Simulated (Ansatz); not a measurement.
# CH4ClGa: the cost of one run

All numbers below are computed with Ansatz 0.2.0 (RKS PBE-D4/def2-SVP).

## Step 1: The structure to begin with

Bond lengths: Ga1–Cl2 2.240 Å, Ga1–H3 1.570 Å, Ga1–C4 1.980 Å, C4–H5 1.110 Å, C4–H6 1.110 Å, C4–H7 1.110 Å. Angles: Cl2–Ga1–H3 120.0°, Cl2–Ga1–C4 120.0°, H3–Ga1–C4 120.0°, Ga1–C4–H5 109.5°, Ga1–C4–H6 109.5°, Ga1–C4–H7 109.5°, H5–C4–H6 109.4°, H5–C4–H7 109.4°, H6–C4–H7 109.4°.

As a file:

```xyz
7

Ga    0.0000    0.0000    0.0000
Cl    0.0000    0.0000    2.2400
H     1.3596    0.0000   -0.7850
C    -1.7147    0.0000   -0.9900
H    -2.2748   -0.9305   -0.7608
H    -2.3188    0.8797   -0.6846
H    -1.5130    0.0508   -2.0803
```

## Step 2: Relaxing the start

Contents of input.yaml:

```yaml
crystal:
  periodic: [false, false, false]
  atoms:
    - { symbol: Ga, position_ang: [0.0, 0.0, 0.0] }
    - { symbol: Cl, position_ang: [0.0, 0.0, 2.24] }
    - { symbol: H, position_ang: [1.3596, 0.0, -0.785] }
    - { symbol: C, position_ang: [-1.7147, 0.0, -0.99] }
    - { symbol: H, position_ang: [-2.2748, -0.9305, -0.7608] }
    - { symbol: H, position_ang: [-2.3188, 0.8797, -0.6846] }
    - { symbol: H, position_ang: [-1.513, 0.0508, -2.0803] }
basis:
  gaussian: { orbitals: def2-SVP }
hamiltonian:
  xc: pbe
  dispersion: d4
relax:
  f_tol: 0.02
  max_steps: 40
```

The run is started by

```
ansatz run input.yaml --threads 1 --pin off --max-ram 2048MiB --backend cpu --events-out ev --progress --plain --runs-dir out
```

**Question.** How long does this run take on 1 thread of Intel Xeon 6975P-C (Granite Rapids), shared host, and how much memory does it need?

About 7.5 s, with a peak of 0.14 GiB.
